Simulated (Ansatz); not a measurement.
# CH₅AlBN: small, medium and large basis sets

Aim: see how fast density functionals converge with the basis set for CH₅AlBN.

The runs use Ansatz 0.2.0, Gaussian basis; one geometry, several basis sets.

Plan: PBE0-D4/def2-SVP; ωB97M-V/def2-SVP; PBE0-D4/def2-QZVPP; ωB97M-V/def2-QZVPP; the functionals' def2-TZVPP values are taken from earlier runs.

### 1 The geometry

All runs share one geometry, relaxed beforehand with PBE0-D4 in a triple-zeta def2 set.

9 atoms, charge 0, spin multiplicity 1.

Atoms are counted from 1 here; the program's logs count them from 0.

Bond lengths: B1–Al2 2.105 Å, B1–H5 1.196 Å, B1–H6 1.196 Å, Al2–C3 1.941 Å, Al2–N4 1.730 Å, C3–N4 1.486 Å, C3–H7 1.093 Å, C3–H8 1.093 Å, N4–H9 1.005 Å. Angles: Al2–B1–H5 121.6°, Al2–B1–H6 121.8°, H5–B1–H6 116.6°, B1–Al2–C3 164.9°, B1–Al2–N4 147.8°, C3–Al2–N4 47.3°, Al2–C3–N4 58.9°, Al2–C3–H7 122.0°, Al2–C3–H8 121.9°, N4–C3–H7 116.0°, N4–C3–H8 116.2°, H7–C3–H8 111.3°, Al2–N4–C3 73.8°, Al2–N4–H9 164.0°, C3–N4–H9 121.9°.

Geometry (Å):

```mol
CH5AlBN
  3D, bonds by distance, orders not assigned

  9  9  0  0  0  0  0  0  0  0999 V2000
   -0.9448    1.7587   -1.3203 B   0  0
   -0.1166    0.1899   -0.1877 Al  0  0
    0.6732   -1.4824    0.4005 C   0  0
    0.3983   -0.3831    1.3613 N   0  0
   -0.2544    2.5563   -1.8843 H   0  0
   -2.1261    1.8715   -1.4710 H   0  0
    0.0791   -2.3908    0.5283 H   0  0
    1.7262   -1.7174    0.2254 H   0  0
    0.6537   -0.4492    2.3309 H   0  0
  1  2  8  0
  2  3  8  0
  3  4  8  0
  1  5  8  0
  1  6  8  0
  3  7  8  0
  3  8  8  0
  4  9  8  0
  2  4  8  0
M  END
```

### 2 PBE0-D4 in def2-SVP

Contents of in.yaml:

```yaml
crystal:
  periodic: [false, false, false]
  atoms:
    - {symbol: B, position_ang: [-0.944843, 1.758714, -1.320269]}
    - {symbol: Al, position_ang: [-0.116623, 0.189856, -0.187687]}
    - {symbol: C, position_ang: [0.673192, -1.482391, 0.400475]}
    - {symbol: N, position_ang: [0.398256, -0.383059, 1.361252]}
    - {symbol: H, position_ang: [-0.254360, 2.556267, -1.884343]}
    - {symbol: H, position_ang: [-2.126102, 1.871514, -1.471041]}
    - {symbol: H, position_ang: [0.079138, -2.390778, 0.528332]}
    - {symbol: H, position_ang: [1.726232, -1.717369, 0.225376]}
    - {symbol: H, position_ang: [0.653710, -0.449154, 2.330906]}
basis:
  gaussian: {orbitals: def2-SVP}
hamiltonian: {xc: pbe0, dispersion: d4}
output: {orbitals: {seedname: orbitals}}
```

On the command line:

```
$ ansatz run in.yaml --threads 2 --pin off --events-out ev --progress --plain --max-ram 4352MiB
```

Log:

```text
Functional definition: PBE0
  name "PBE0"
  cite "Adamo & Barone, J. Chem. Phys. 110, 6158 (1999) doi:10.1063/1.478522"
  cite "Perdew, Burke & Ernzerhof, Phys. Rev. Lett. 77, 3865 (1996) doi:10.1103/PhysRevLett.77.3865"
  parent pbe
  parameter a = 0.25
  parameter kappa = 0.804
  parameter beta = 0.06672455060314922
  exchange = (1 - a)*pbe_x(kappa = kappa, mu = beta*pi^2/3) + a*exact_x
  correlation = pbe_c(beta = beta)
1000 factors; their error is unknown
mean field evaluation 1: about -9858.2566 eV, gradient 6.0e1 eV
mean field evaluation 2: about -9795.5845 eV, gradient 1.4e2 eV
mean field evaluation 4: about -9867.2279 eV, gradient 5.8e0 eV
mean field evaluation 8: about -9867.3417 eV, gradient 2.3e-1 eV
mean field evaluation 16: about -9867.4293 eV, gradient 7.4e-5 eV
mean field -9867.42930714 eV, -362.6213386537 hartree, gradient 7.4e-5 eV, S^2 0.000000; 0 other end points of the search recorded, 0 dependent functions left out
reference -9867.42933671 eV, -362.6213397404 hartree; 18, 18 occupied and 67, 67 virtual orbitals, 1000 factors
Total energy: -9867.54640461 eV, -362.6256419062 hartree
```

Run time: 1.2 s. Hardware: 2 threads of Arm Neoverse V1, shared host.

### 3 ωB97M-V in def2-SVP

Changes to in.yaml since step 2:

```diff
@@ -14,3 +14,3 @@
   gaussian: {orbitals: def2-SVP}
-hamiltonian: {xc: pbe0, dispersion: d4}
+hamiltonian: {xc: {name: wB97M-V}}
 output: {orbitals: {seedname: orbitals}}
```

Launched as before.

Log (excerpt; [...] marks lines left out):

```text
Functional definition: wB97M-V
  name "wB97M-V"
  cite "Mardirossian & Head-Gordon, J. Chem. Phys. 144, 214110 (2016) doi:10.1063/1.4952647"
  cite "Becke, J. Chem. Phys. 107, 8554 (1997) doi:10.1063/1.475007"
  cite "Vydrov & Van Voorhis, J. Chem. Phys. 133, 244103 (2010) doi:10.1063/1.3521275"
  # Of w^i u^j: cxij and so on, Table III.
[...]
  gx(w, u) = 1 - cx + cx01*u + cx10*w
  gss(w, u) = css00 + css04*u^4 + css10*w + css20*w^2 + css43*w^4*u^3
  gos(w, u) = cos00 + cos10*w + (cos20 + cos21*u)*w^2 + (cos60 + cos61*u)*w^6
[...]
      + integral(e_c_pw_mod_opposite_spin*gos(b97_w_opposite, b97_u_opposite)) + vv10(b, c)
981 factors; their error is unknown
272 factors; integrals over basis functions are off by at most 1.3e-5 eV
[...]
mean field -9872.42128608 eV, -362.8047904961 hartree, gradient 7.7e-5 eV, S^2 0.000000; 0 other end points of the search recorded, 0 dependent functions left out
reference -9872.42133242 eV, -362.8047921989 hartree; 18, 18 occupied and 67, 67 virtual orbitals, 981 factors
Total energy: -9872.42133242 eV, -362.8047921989 hartree
```

Wall time 5.5 s (2 threads of Arm Neoverse V1, shared host).

### 4 PBE0-D4 in def2-QZVPP

Changes to in.yaml since step 3:

```diff
@@ -13,4 +13,4 @@
 basis:
-  gaussian: {orbitals: def2-SVP}
-hamiltonian: {xc: {name: wB97M-V}}
+  gaussian: {orbitals: "def2-QZVPP.json"}
+hamiltonian: {xc: pbe0, dispersion: d4}
 output: {orbitals: {seedname: orbitals}}
```

The command is unchanged.

Log:

```text
Functional definition: PBE0
  name "PBE0"
  cite "Adamo & Barone, J. Chem. Phys. 110, 6158 (1999) doi:10.1063/1.478522"
  cite "Perdew, Burke & Ernzerhof, Phys. Rev. Lett. 77, 3865 (1996) doi:10.1103/PhysRevLett.77.3865"
  parent pbe
  parameter a = 0.25
  parameter kappa = 0.804
  parameter beta = 0.06672455060314922
  exchange = (1 - a)*pbe_x(kappa = kappa, mu = beta*pi^2/3) + a*exact_x
  correlation = pbe_c(beta = beta)
1262 factors; their error is unknown
mean field evaluation 1: about -9861.1918 eV, gradient 7.5e1 eV
mean field evaluation 2: about -9772.7308 eV, gradient 1.7e2 eV
mean field evaluation 4: about -9873.5934 eV, gradient 1.1e1 eV
mean field evaluation 8: about -9873.8813 eV, gradient 3.1e-1 eV
mean field evaluation 16: about -9873.8873 eV, gradient 9.4e-5 eV
mean field -9873.88725217 eV, -362.8586637562 hartree, gradient 1.4e-5 eV, S^2 0.000000; 0 other end points of the search recorded, 0 dependent functions left out
reference -9873.88729809 eV, -362.8586654437 hartree; 18, 18 occupied and 373, 373 virtual orbitals, 1262 factors
Total energy: -9874.00436599 eV, -362.8629676096 hartree
```

It took 8.5 s on 2 threads of Arm Neoverse V1, shared host; peak memory 0.96 GiB.

### 5 ωB97M-V in def2-QZVPP

Changes to in.yaml since step 4:

```diff
@@ -14,3 +14,3 @@
   gaussian: {orbitals: "def2-QZVPP.json"}
-hamiltonian: {xc: pbe0, dispersion: d4}
+hamiltonian: {xc: {name: wB97M-V}}
 output: {orbitals: {seedname: orbitals}}
```

The command is unchanged.

Log (excerpt; [...] marks lines left out):

```text
Functional definition: wB97M-V
  name "wB97M-V"
  cite "Mardirossian & Head-Gordon, J. Chem. Phys. 144, 214110 (2016) doi:10.1063/1.4952647"
  cite "Becke, J. Chem. Phys. 107, 8554 (1997) doi:10.1063/1.475007"
  cite "Vydrov & Van Voorhis, J. Chem. Phys. 133, 244103 (2010) doi:10.1063/1.3521275"
  # Of w^i u^j: cxij and so on, Table III.
[...]
  gx(w, u) = 1 - cx + cx01*u + cx10*w
  gss(w, u) = css00 + css04*u^4 + css10*w + css20*w^2 + css43*w^4*u^3
  gos(w, u) = cos00 + cos10*w + (cos20 + cos21*u)*w^2 + (cos60 + cos61*u)*w^6
[...]
      + integral(e_c_pw_mod_opposite_spin*gos(b97_w_opposite, b97_u_opposite)) + vv10(b, c)
1219 factors; their error is unknown
360 factors; integrals over basis functions are off by at most 1.1e-5 eV
[...]
mean field -9879.04734284 eV, -363.0482935904 hartree, gradient 6.3e-5 eV, S^2 0.000000; 0 other end points of the search recorded, 0 dependent functions left out
reference -9879.04741834 eV, -363.0482963651 hartree; 18, 18 occupied and 373, 373 virtual orbitals, 1219 factors
Total energy: -9879.04741834 eV, -363.0482963651 hartree
```

Run time: 22 s. Hardware: 2 threads of Arm Neoverse V1, shared host; peak memory 1.1 GiB.

### 6 Functionals by basis

The def2-TZVPP values come from earlier runs at the same geometry.

| functional | basis | functions | energy (eV) | from the largest (eV) | HOMO (eV) | LUMO (eV) |
| --- | --- | --- | --- | --- | --- | --- |
| PBE0-D4 | def2-SVP | 85 | -9867.5464 | 6.458 | -6.21 | -2.78 |
| PBE0-D4 | def2-TZVPP | 205 | -9873.6006 | 0.404 | -6.30 | -2.87 |
| PBE0-D4 | def2-QZVPP | 391 | -9874.0044 | 0.000 | -6.33 | -2.89 |
| ωB97M-V | def2-SVP | 85 | -9872.4213 | 6.626 | -8.43 | -0.78 |
| ωB97M-V | def2-TZVPP | 205 | -9878.6545 | 0.393 | -8.51 | -0.96 |
| ωB97M-V | def2-QZVPP | 391 | -9879.0474 | 0.000 | -8.54 | -1.01 |

### 7 What came out

| quantity | value |
| --- | --- |
| PBE0-D4: double and triple zeta above quadruple | 6.46, 0.40 eV |
| ωB97M-V: double and triple zeta above quadruple | 6.63, 0.39 eV |

**Reading.** For PBE0-D4 the step from double to triple zeta gains 6.05 eV and the next only 0.40 eV. Total energies overstate the basis error of differences, where much of it tends to cancel.

For PBE0-D4 the largest set took about 7 times as long as the smallest (8.5 s against 1.2 s).
